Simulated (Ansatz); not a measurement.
**CHFO (formyl fluoride): wB97M-V/def2-TZVPP**

Aim: the electronic atomisation energy of CHFO (formyl fluoride) at wB97M-V/def2-TZVPP, from 5 runs. 

Program for the calculation: Ansatz 0.2.0.

63 further runs of the same task are left out: 63 set aside as unsound or not needed.

### Step 1. The molecule

The species is CHFO (4 atoms), meant as a singlet with charge 0. As SMILES, `O=CF`. Geometry: relaxed at PBE0-D4/def2-TZVP.

Bond lengths: O1–C2 1.174 Å, C2–F3 1.336 Å, C2–H4 1.097 Å. Angles: O1–C2–F3 122.9°, O1–C2–H4 127.8°, F3–C2–H4 109.3°.

### Step 2. The energy at wB97M-V/def2-TZVPP

Contents of run.yaml:

```yaml
crystal:
  periodic: [false, false, false]
  atoms:
    - {symbol: O, position_ang: [-0.889340, 0.201180, 0.827740]}
    - {symbol: C, position_ang: [-0.046400, 0.067520, 0.021620]}
    - {symbol: F, position_ang: [0.585200, -1.091810, -0.181820]}
    - {symbol: H, position_ang: [0.350540, 0.823120, -0.667550]}
basis:
  gaussian:
    orbitals: def2-TZVPP
output: {orbitals: {seedname: orbitals}}
hamiltonian:
  xc: {name: wB97M-V}
accuracy: high
```

The run is started by

```sh
$ ansatz run run.yaml --threads 1 --pin off --max-ram 3480MiB --events-out events.jsonl --progress --plain --runs-dir runs
```

Output:

```text
Warning: RAYON_NUM_THREADS=1 ignored (pool sized by the plan → 1); use --threads N
Functional definition: wB97M-V
  name "wB97M-V"
  parameter omega = 0.3/bohr
  parameter cx = 0.15
  parameter cx01 = 1.007
  parameter cx10 = 0.259
  parameter css00 = 0.443
  parameter css04 = -1.437
  parameter css10 = -4.535
  parameter css20 = -3.390
  parameter css43 = 4.278
  parameter cos00 = 1.000
  parameter cos10 = 1.358
  parameter cos20 = 2.924
  parameter cos21 = -8.812
  parameter cos60 = -1.390
  parameter cos61 = 9.142
  parameter b = 6.0
  parameter c = 0.01
  gx(w, u) = 1 - cx + cx01*u + cx10*w
  gss(w, u) = css00 + css04*u^4 + css10*w + css20*w^2 + css43*w^4*u^3
  gos(w, u) = cos00 + cos10*w + (cos20 + cos21*u)*w^2 + (cos60 + cos61*u)*w^6
  exchange = spin_sum(e_x_unif_sr(omega)*gx(b97_w, b97_u_x)) + cx*exact_x_sr(omega) + exact_x_lr(omega)
  correlation = spin_sum(e_c_pw_mod_same_spin*gss(b97_w, b97_u_same))
      + integral(e_c_pw_mod_opposite_spin*gos(b97_w_opposite, b97_u_opposite)) + vv10(b, c)
1762 factors; integrals over basis functions are off by at most 3.7e-9 eV
219 factors; integrals over basis functions are off by at most 2.7e-9 eV
mean field evaluation 1: about -5814.6928 eV, gradient 4.5e1 eV
mean field evaluation 2: about -5812.4414 eV, gradient 6.1e1 eV
mean field evaluation 4: about -5817.9857 eV, gradient 2.7e0 eV
mean field evaluation 8: about -5817.9990 eV, gradient 1.6e-1 eV
mean field evaluation 16: about -5817.9991 eV, gradient 8.6e-6 eV
mean field -5817.99910930 eV, -213.8075236853 hartree, gradient 1.3e-8 eV, S^2 0.000000; 0 other end points of the search recorded, 0 dependent functions left out
reference -5817.99911231 eV, -213.8075237960 hartree; 12, 12 occupied and 95, 95 virtual orbitals, 1762 factors
Total energy: -5817.99911231 eV, -213.8075237960 hartree
```

Run time: 19 s. Hardware: 1 thread of Arm Neoverse V2, shared host; peak memory 0.39 GiB.

### Step 3. The C atom at the same level

Contents of run.yaml:

```yaml
crystal:
  periodic: [false, false, false]
  atoms:
    - {symbol: C, position_ang: [0.000000, 0.000000, 0.000000]}
basis:
  gaussian:
    orbitals: def2-TZVPP
magnetization:
  spin_polarized: true
  initial_magnetization: 2
hamiltonian:
  xc: {name: wB97M-V}
accuracy: high
```

The run is started by

```sh
$ ansatz run run.yaml --threads 1 --pin off --max-ram 3480MiB --events-out events.jsonl --progress --plain --runs-dir runs
```

Output, shortened:

```text
Warning: RAYON_NUM_THREADS=1 ignored (pool sized by the plan → 1); use --threads N
[... 2 set-up lines as earlier in the session ...]
[...]
  gx(w, u) = 1 - cx + cx01*u + cx10*w
  gss(w, u) = css00 + css04*u^4 + css10*w + css20*w^2 + css43*w^4*u^3
  gos(w, u) = cos00 + cos10*w + (cos20 + cos21*u)*w^2 + (cos60 + cos61*u)*w^6
[...]
      + integral(e_c_pw_mod_opposite_spin*gos(b97_w_opposite, b97_u_opposite)) + vv10(b, c)
312 factors; integrals over basis functions are off by at most 3.1e-9 eV
115 factors; integrals over basis functions are off by at most 1.5e-9 eV
[...]
mean field -1029.85268025 eV, -37.8463879399 hartree, gradient 6.2e-9 eV, S^2 2.002195; 0 other end points of the search recorded, 0 dependent functions left out
reference -1029.85268249 eV, -37.8463880224 hartree; 4, 2 occupied and 27, 29 virtual orbitals, 312 factors
Total energy: -1029.85268249 eV, -37.8463880224 hartree
```

Run time: 1.9 s. Hardware: 1 thread of Arm Neoverse V2, shared host; peak memory 0.15 GiB.

### Step 4. The F atom at the same level

Contents of run.yaml:

```yaml
crystal:
  periodic: [false, false, false]
  atoms:
    - {symbol: F, position_ang: [0.000000, 0.000000, 0.000000]}
basis:
  gaussian:
    orbitals: def2-TZVPP
magnetization:
  spin_polarized: true
  initial_magnetization: 1
hamiltonian:
  xc: {name: wB97M-V}
accuracy: high
```

The run is started by

```sh
$ ansatz run run.yaml --threads 1 --pin off --max-ram 3480MiB --events-out events.jsonl --progress --plain --runs-dir runs
```

Output, shortened:

```text
Warning: RAYON_NUM_THREADS=1 ignored (pool sized by the plan → 1); use --threads N
[... 2 set-up lines as earlier in the session ...]
[...]
  gx(w, u) = 1 - cx + cx01*u + cx10*w
  gss(w, u) = css00 + css04*u^4 + css10*w + css20*w^2 + css43*w^4*u^3
  gos(w, u) = cos00 + cos10*w + (cos20 + cos21*u)*w^2 + (cos60 + cos61*u)*w^6
[...]
      + integral(e_c_pw_mod_opposite_spin*gos(b97_w_opposite, b97_u_opposite)) + vv10(b, c)
309 factors; integrals over basis functions are off by at most 2.7e-9 eV
75 factors; integrals over basis functions are off by at most 1.2e-9 eV
[...]
mean field -2714.20715814 eV, -99.7452733059 hartree, gradient 5.6e-8 eV, S^2 0.751652; 0 other end points of the search recorded, 0 dependent functions left out
reference -2714.20715927 eV, -99.7452733473 hartree; 5, 4 occupied and 26, 27 virtual orbitals, 309 factors
Total energy: -2714.20715927 eV, -99.7452733473 hartree
```

Wall time 2.5 s (1 thread of Arm Neoverse V2, shared host); peak memory 0.16 GiB.

### Step 5. The H atom, same level

Contents of job.yaml:

```yaml
crystal:
  periodic: [false, false, false]
  atoms:
    - symbol: H
      position_ang: [0.000000, 0.000000, 0.000000]
basis:
  gaussian: {orbitals: def2-TZVPP}
magnetization: {spin_polarized: true, initial_magnetization: 1}
hamiltonian: {xc: {name: wB97M-V}}
accuracy: high
```

Run the same way, it converges to -0.49411 Eh (log not shown).

### Step 6. The O atom

Contents of job.yaml:

```yaml
crystal:
  periodic: [false, false, false]
  atoms:
    - {symbol: O, position_ang: [0.000000, 0.000000, 0.000000]}
basis:
  gaussian: {orbitals: def2-TZVPP}
magnetization: {spin_polarized: true, initial_magnetization: 2}
hamiltonian: {xc: {name: wB97M-V}}
accuracy: high
```

The run is started by

```sh
$ ansatz run job.yaml --threads 1 --pin off --max-ram 3480MiB --events-out events.jsonl --progress --plain --runs-dir runs
```

Output, shortened:

```text
Warning: RAYON_NUM_THREADS=1 ignored (pool sized by the plan → 1); use --threads N
[... 2 set-up lines as earlier in the session ...]
[...]
  gx(w, u) = 1 - cx + cx01*u + cx10*w
  gss(w, u) = css00 + css04*u^4 + css10*w + css20*w^2 + css43*w^4*u^3
  gos(w, u) = cos00 + cos10*w + (cos20 + cos21*u)*w^2 + (cos60 + cos61*u)*w^6
[...]
      + integral(e_c_pw_mod_opposite_spin*gos(b97_w_opposite, b97_u_opposite)) + vv10(b, c)
306 factors; integrals over basis functions are off by at most 3.5e-9 eV
100 factors; integrals over basis functions are off by at most 3.9e-10 eV
[...]
mean field -2042.95390809 eV, -75.0771713585 hartree, gradient 8.6e-8 eV, S^2 2.003908; 0 other end points of the search recorded, 0 dependent functions left out
reference -2042.95390960 eV, -75.0771714139 hartree; 5, 3 occupied and 26, 28 virtual orbitals, 306 factors
Total energy: -2042.95390960 eV, -75.0771714139 hartree
```

It took 2.2 s on 1 thread of Arm Neoverse V2, shared host; peak memory 0.16 GiB.

### Step 7. Outcome

At wB97M-V/def2-TZVPP:

| quantity | value |
| --- | --- |
| molecule: total energy | -213.80752 Eh |
| molecule: HOMO energy | -11.97 eV |
| molecule: LUMO energy | 1.52 eV |
| molecule: HOMO–LUMO gap | 13.49 eV |
| C atom: total energy | -37.84639 Eh |
| C atom: ⟨S²⟩ | 2.002 |
| F atom: total energy | -99.74527 Eh |
| F atom: ⟨S²⟩ | 0.752 |
| H atom: total energy | -0.49411 Eh |
| H atom: ⟨S²⟩ | 0.750 |
| O atom: total energy | -75.07717 Eh |
| O atom: ⟨S²⟩ | 2.004 |
| electronic atomisation energy | 17.540 eV |

**Reading.** Taking the molecule apart into free atoms costs 17.54 eV (1692 kJ/mol), before zero-point energy and without spin-orbit coupling.
